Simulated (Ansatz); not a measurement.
# C2H6Cl2GaN: basis-set convergence

An exercise on one series of results from a longer session: the logs are not shown, and one member is left open.

The runs use Ansatz 0.2.0, Gaussian basis; one geometry, several basis sets.

The runs, in order: PBE0-D4/def2-SVP; ωB97M-V/def2-SVP; PBE0-D4/def2-QZVPP; ωB97M-V/def2-QZVPP; the functionals' def2-TZVPP values are taken from earlier runs.

### The geometry

An earlier PBE0-D4 in a triple-zeta def2 set relaxation fixed the geometry.

12 atoms, charge 0, spin multiplicity 1.

Atoms are counted from 1 here; the program's logs count them from 0.

Bond lengths: C1–N2 1.442 Å, C1–H7 1.098 Å, C1–H8 1.098 Å, C1–H9 1.091 Å, N2–C3 1.442 Å, N2–Ga4 1.797 Å, C3–H10 1.091 Å, C3–H11 1.098 Å, C3–H12 1.098 Å, Ga4–Cl5 2.127 Å, Ga4–Cl6 2.127 Å. Angles: N2–C1–H7 111.2°, N2–C1–H8 111.2°, N2–C1–H9 110.9°, H7–C1–H8 107.5°, H7–C1–H9 108.0°, H8–C1–H9 108.0°, C1–N2–C3 114.3°, C1–N2–Ga4 122.9°, C3–N2–Ga4 122.9°, N2–C3–H10 110.9°, N2–C3–H11 111.2°, N2–C3–H12 111.2°, H10–C3–H11 108.0°, H10–C3–H12 108.0°, H11–C3–H12 107.5°, N2–Ga4–Cl5 120.5°, N2–Ga4–Cl6 120.5°, Cl5–Ga4–Cl6 118.9°.

Geometry (Å):

```xyz
12

C    -0.5041   -0.5706    1.2243
N    -0.0003    0.0003   -0.0003
C     0.9826   -0.8128   -0.6725
Ga   -0.5497    1.5894   -0.6340
Cl    0.2441    2.3622   -2.4498
Cl   -2.0049    2.7286    0.4192
H     0.3051   -0.7326    1.9491
H    -0.9841   -1.5415    1.0415
H    -1.2420    0.0878    1.6855
H     1.3249   -0.3304   -1.5894
H     0.5694   -1.7947   -0.9403
H     1.8590   -0.9858   -0.0333
```

Set-up of the first run:

in.yaml reads:

```yaml
crystal:
  periodic: [false, false, false]
  atoms:
    - {symbol: C, position_ang: [-0.504138, -0.570583, 1.224274]}
    - {symbol: N, position_ang: [-0.000337, 0.000301, -0.000274]}
    - {symbol: C, position_ang: [0.982628, -0.812844, -0.672470]}
    - {symbol: Ga, position_ang: [-0.549730, 1.589407, -0.633976]}
    - {symbol: Cl, position_ang: [0.244090, 2.362250, -2.449839]}
    - {symbol: Cl, position_ang: [-2.004932, 2.728647, 0.419212]}
    - {symbol: H, position_ang: [0.305116, -0.732589, 1.949104]}
    - {symbol: H, position_ang: [-0.984058, -1.541549, 1.041481]}
    - {symbol: H, position_ang: [-1.242007, 0.087826, 1.685482]}
    - {symbol: H, position_ang: [1.324931, -0.330412, -1.589392]}
    - {symbol: H, position_ang: [0.569414, -1.794689, -0.940328]}
    - {symbol: H, position_ang: [1.859013, -0.985754, -0.033273]}
basis:
  gaussian: {orbitals: def2-SVP}
hamiltonian: {xc: pbe0, dispersion: d4}
output: {orbitals: {seedname: orbitals}}
```

Launch:

```sh
ansatz run in.yaml --threads 2 --pin off --events-out ev --progress --plain --max-ram 32768MiB --backend cpu
```

Among the steps run: PBE0-D4 in def2-SVP; ωB97M-V in def2-SVP; PBE0-D4 in def2-QZVPP; ωB97M-V in def2-QZVPP.

One of the session's tables, all rows but one given; the rest of the session is left out.

It belongs to the step «Functionals by basis». 

| functional | basis | HOMO (eV) |
| --- | --- | --- |
| PBE0-D4 | def2-SVP | -6.77 |
| PBE0-D4 | def2-TZVPP | -6.87 |
| PBE0-D4 | def2-QZVPP | -6.90 |
| ωB97M-V | def2-SVP | -9.02 |
| ωB97M-V | def2-TZVPP | -9.14 |
| ωB97M-V | def2-QZVPP | ? |

Estimate the missing values for ωB97M-V, def2-QZVPP.

The run gave: HOMO (eV): -9.18. In the column «HOMO (eV)» it is the lowest.
